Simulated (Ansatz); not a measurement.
# CH₉BN₂Si: one species, many methods

How much do the methods differ for CH₉BN₂Si? The plan is to run it at one geometry with functionals of several rungs and with coupled cluster, and see how far each lands from CCSD(T) at the basis-set limit for the atomisation energy.

Method: functionals in def2-TZVPP, the program's frozen cores in correlated methods; program: Ansatz 0.2.0, Gaussian basis.

Levels to be run: PBE-D4, r2SCAN-D4, PBE0-D4, B3LYP-D4, ωB97X-V, ωB97M-V, B2PLYP; CCSD(T)/def2-TZVPP; MP2/def2-QZVPP; extrapolation to the limit.

## (1) The relaxed structure

An earlier PBE0-D4 in a triple-zeta def2 set relaxation fixed the geometry.

14 atoms, charge 0, spin multiplicity 1.

Atoms are counted from 1 here; the program's logs count them from 0.

Bond lengths: B1–Si2 1.948 Å, B1–N3 1.626 Å, B1–H6 1.198 Å, B1–H7 1.200 Å, Si2–N3 1.890 Å, Si2–N4 1.701 Å, Si2–H8 1.488 Å, N3–H9 1.010 Å, N3–H10 1.010 Å, N4–C5 1.446 Å, N4–H11 1.007 Å, C5–H12 1.097 Å, C5–H13 1.092 Å, C5–H14 1.094 Å. Angles: Si2–B1–N3 63.1°, Si2–B1–H6 118.8°, Si2–B1–H7 117.0°, N3–B1–H6 113.0°, N3–B1–H7 112.2°, H6–B1–H7 119.1°, B1–Si2–N3 50.1°, B1–Si2–N4 125.6°, B1–Si2–H8 126.3°, N3–Si2–N4 113.7°, N3–Si2–H8 103.0°, N4–Si2–H8 107.2°, B1–N3–Si2 66.8°, B1–N3–H9 116.2°, B1–N3–H10 117.2°, Si2–N3–H9 119.0°, Si2–N3–H10 120.8°, H9–N3–H10 110.5° and more.

## (2) PBE-D4 (GGA)

The input, in.yaml:

```yaml
crystal:
  periodic: [false, false, false]
  atoms:
    - {symbol: B, position_ang: [-1.341194, 1.476635, 1.015294]}
    - {symbol: Si, position_ang: [-0.845361, -0.058840, -0.076774]}
    - {symbol: N, position_ang: [-0.200434, 1.717698, -0.118308]}
    - {symbol: N, position_ang: [0.345750, -1.209234, 0.313548]}
    - {symbol: C, position_ang: [1.251492, -1.880020, -0.591812]}
    - {symbol: H, position_ang: [-2.367144, 2.047475, 0.776082]}
    - {symbol: H, position_ang: [-0.891954, 1.523070, 2.127479]}
    - {symbol: H, position_ang: [-1.245144, -0.301625, -1.488847]}
    - {symbol: H, position_ang: [0.731696, 1.908784, 0.220755]}
    - {symbol: H, position_ang: [-0.432523, 2.334984, -0.883486]}
    - {symbol: H, position_ang: [0.512694, -1.398644, 1.288391]}
    - {symbol: H, position_ang: [2.276385, -1.493770, -0.530492]}
    - {symbol: H, position_ang: [0.908667, -1.738005, -1.619007]}
    - {symbol: H, position_ang: [1.283970, -2.957705, -0.403925]}
basis:
  gaussian: {orbitals: def2-TZVPP}
hamiltonian: {xc: pbe, dispersion: d4}
output: {forces: true, orbitals: {seedname: orbitals}}
```

On the command line:

```
ansatz run in.yaml --threads 4 --pin off --events-out ev --progress --plain --max-ram 10444MiB
```

Further steps of the session: r2SCAN-D4 (meta-GGA); PBE0-D4 (hybrid); B3LYP-D4 (hybrid); ωB97X-V (range-separated); ωB97M-V (range-separated); B2PLYP (double hybrid); CCSD(T) in def2-TZVPP; MP2 in def2-QZVPP.

Q: Predict the results of all the runs planned. Wanted: atomisation energy, CCSD(T)/CBS; farthest; mean size of error, hybrid; mean size of error, range-separated; gap, smallest and largest; T1 diagnostic; triples share of the correlation energy.

**Answer**, as computed:

```
                               quantity                                 value
        atomisation energy, CCSD(T)/CBS                       1171.1 kcal/mol
functionals within 5.9 kcal/mol (0.5 %)                    r2SCAN-D4, PBE0-D4
                               farthest               PBE-D4 (+23.4 kcal/mol)
             mean size of error, hybrid                          6.8 kcal/mol
    mean size of error, range-separated                          9.3 kcal/mol
              gap, smallest and largest  4.77 eV (PBE-D4), 10.93 eV (ωB97X-V)
                          T1 diagnostic                                0.0110
triples share of the correlation energy                                 3.8 %
```

What this shows: PBE-D4 misses by +23.4 kcal/mol. Double hybrids carry the basis error of their MP2 part in triple zeta, and no dispersion term here, so their miss is partly the set-up's. The reference freezes the cores and leaves out relativity and excitations past (T), so misses under about 5.9 kcal/mol can't be ranked. Hartree-Fock recovers 72 % of the binding; the rest is correlation. Orbital gaps span 4.8 to 10.9 eV; exact exchange widens them.
